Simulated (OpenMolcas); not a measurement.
# Cu²⁺ among point charges: CASSCF levels and susceptibility

Aim: the splitting of the states of Cu²⁺ in the field of 6 point charges, its lowest levels with spin-orbit coupling and its magnetic susceptibility.

The numbers are computed with OpenMolcas 26.06 (state-averaged CASSCF, spin-orbit coupling by RASSI with atomic mean-field integrals), except any that are marked as measured or tabulated.

1 further run of the same task is left out (it didn't finish).

## 1. What is computed

```
Species                           : Cu²⁺ (copper, Z = 29, 27 electrons)
Basis                             : ANO-RCC-VDZP [5s4p2d1f], 34 functions
Scalar Hamiltonian                : DKH2, point nucleus
Inactive shells                   : 1s 2s 2p 3s 3p
Active space                      : 9 electrons in 5 orbitals (3d)
Some configurations of this space : 3d⁹
Orbitals                          : optimised for each spin and parity, averaged over all roots
```

Outer shells as boxes (Hund's rule):

3d9
```
3d [↑↓][↑↓][↑↓][↑↓][↑ ]
```

The ion sits among 6 point charges of -2 e arranged as a trigonal antiprism (D3d), 1.71 Å from the ion, with a polar angle of 52.0° against the regular 54.74°. The active orbitals were held to one l.

Each step is its own input file, run in one work folder so that later steps find the files of earlier ones. Labels, J, g values, rates, χT and fits are worked out afterwards by a script from the matrices that RASSI stores. The input lists half of the charges; inversion (Group=XYZ) makes the rest.

## 2. Basis and integrals

Input file a.inp:

```
&GATEWAY
Coord
1

Cu 0.0 0.0 0.0
Basis=ANO-RCC-VDZP
Group=XYZ
NoMove
AngMom=0.0 0.0 0.0
AMFI
XField
3 Angstrom 0
0.000000 1.347477 1.052809 -2.000000
1.166949 -0.673738 1.052809 -2.000000
1.166949 0.673738 -1.052809 -2.000000
&SEWARD
```

## 3. CASSCF: doublets of even parity, 5 roots

Input file a.inp:

```
&RASSCF
FileOrb=start.orb
Symmetry=1
Spin=2
nActEl=9 0 0
Inactive=3 6
Ras2=5 0
CIRoot=5 5 1
SDav=5
CIMx=300
Iter=120 100
PrWF=0.3
OrbListing=Nothing
MaxOrb=0
SupSym
1
10 4 5 6 7 8 11 12 13 14 15
0
>>> COPY $Project.JobIph JOB001
```

start.orb holds the contracted functions of the basis, ordered by shell, or the orbitals of the step before.

## 4. RASSI: spin-orbit coupling between the states

Input file a.inp:

```
&RASSI
NrOfJobIphs=1 5
1 2 3 4 5
IphNames
JOB001
EJob
SpinOrbit
DIPRint=1.0
SOCoupling=1000.0
Subsets=2
Property=9
'ANGMOM' 1 'ANGMOM' 2 'ANGMOM' 3 'MLTPL  1' 1 'MLTPL  1' 2 'MLTPL  1' 3
'AMFI' 1 'AMFI' 2 'AMFI' 3
SOProperty=3
'ANGMOM' 1 'ANGMOM' 2 'ANGMOM' 3
```

What does the calculation give? Wanted: spin-free ground state; first state of the same spin within the active space; lowest level; next level.

As calculated:

| quantity | value |
| --- | --- |
| method | CASSCF |
| spin-free ground state | 2E, 2-fold in its orbital part |
| first state of the same spin within the active space | 2A1 at 5520 cm⁻¹ |
| lowest level | 2-fold E3/2, g = 0.00, 0.00, 3.16 |
| next level | 320.2 cm⁻¹ |
| χT at 300 K | 0.64 cm³ K/mol |
| effective moment at 300 K | 2.27 μB |

The spin-free ground state (2E) comes to 100 % from free-ion D terms and keeps the highest spin of the shell. χT at 300 K is 0.64, against 0.38 cm³ K/mol for the spin alone, so orbital moment adds to it. The field of point charges can differ much from that of real complexes. This is an electrostatic model: the charges have no orbitals.
